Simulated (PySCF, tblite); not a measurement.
# C4H10F2SSi: geometry, infrared bands and NMR shifts

What infrared bands and NMR shifts should C4H10F2SSi (`CS[Si](C)(C)C(F)F`) show?

The runs use tblite 0.8.0 and PySCF 2.14.0, with density-fitted response routines of our own; the level of theory stands in each step. All values are computed, except where a source is named. Atoms are numbered from 0 throughout.

## (1) Starting geometry

18 atoms, charge 0, multiplicity 1; geometry from: force field or distance geometry start.

Bonds of the start (Å): C0–S1 1.80, S1–Si2 2.17, Si2–C3 1.88, Si2–C4 1.87, Si2–C5 1.85, C5–F6 1.37, C5–F7 1.35, C0–H8 1.09, C0–H9 1.08, C0–H10 1.10, C3–H11 1.08, C3–H12 1.08, C3–H13 1.09, C4–H14 1.10, C4–H15 1.10, C4–H16 1.10, C5–H17 1.10.

## (2) Geometry optimisation with GFN2-xTB

What the job is given:

```
{"job": {"kind": "relax", "xc": "GFN2-xTB", "basis": "xTB"}, "charge": 0, "multiplicity": 1}
C      2.431500     1.150400    -0.186900
S      1.870300    -0.565000    -0.208200
Si    -0.278200    -0.431800     0.037000
C     -0.953400     0.424500    -1.496600
C     -0.923800    -2.182400     0.131700
C     -0.711000     0.504800     1.566600
F     -0.308500     1.804600     1.445500
F     -2.050100     0.541900     1.736500
H      1.953300     1.716200    -0.990700
H      3.501400     1.183300    -0.331300
H      2.193300     1.623000     0.772100
H     -0.580000     1.438000    -1.566800
H     -0.671300    -0.120700    -2.386200
H     -2.041300     0.463400    -1.459200
H     -2.016000    -2.182900     0.222300
H     -0.506400    -2.705200     1.000100
H     -0.657600    -2.739400    -0.773500
H     -0.260900     0.083600     2.475900
```

The run is started by

```
OMP_NUM_THREADS=1 python probes_run.py task.json out
```

This one command runs all jobs of the session in turn.

**Question.** This job is followed by: GFN2-xTB harmonic vibrations, gas phase; GIAO PBE0/pcSseg-1 NMR shielding, non-relativistic, gas phase. What will the session give for the following? strongest single infrared mode (GFN2-xTB); zero-point energy (GFN2-xTB); ¹³C shifts against TMS (PBE0/pcSseg-1, means over atoms taken as alike); ¹H shifts against TMS (PBE0/pcSseg-1, means over atoms taken as alike); ³³S shifts against CS2 (PBE0/pcSseg-1); ²⁹Si shifts against TMS (PBE0/pcSseg-1); ¹⁹F shifts against CFCl3 (PBE0/pcSseg-1, means over atoms taken as alike).

As calculated:

```
                                                                 quantity                  value
                                strongest single infrared mode (GFN2-xTB)   853 cm⁻¹, 192 km/mol
                                             zero-point energy (GFN2-xTB)          83.7 kcal/mol
  ¹³C shifts against TMS (PBE0/pcSseg-1, means over atoms taken as alike)  130.2, 12.2, -4.9 ppm
   ¹H shifts against TMS (PBE0/pcSseg-1, means over atoms taken as alike)   6.27, 2.11, 0.39 ppm
                                   ³³S shifts against CS2 (PBE0/pcSseg-1)               -180 ppm
                                  ²⁹Si shifts against TMS (PBE0/pcSseg-1)               14.0 ppm
¹⁹F shifts against CFCl3 (PBE0/pcSseg-1, means over atoms taken as alike)             -154.6 ppm
```

**Reading.** Relaxing lowered the energy by 0.204 eV in 86 steps; the close pair that moved most is Si2–C5, from 1.845 to 1.956 Å. All 48 modes are real, so the xTB geometry is a minimum. The strongest single mode, at 853 cm⁻¹, is spread over many atoms; the largest shares are those of H16, H14, H12. Unscaled tight-binding wavenumbers are off by several per cent, some by more. Its intensities can rank the bands wrongly. The most deshielded hydrogen is H17 (hydrogen on an sp3 CH bonded to 2 F and Si), at 6.27 ppm: its carbon carries F, an electronegative neighbour. At PBE0/pcSseg-1: Shielding is most anisotropic at F6, F7 (span 266 ppm, paramagnetic term -149 ppm).
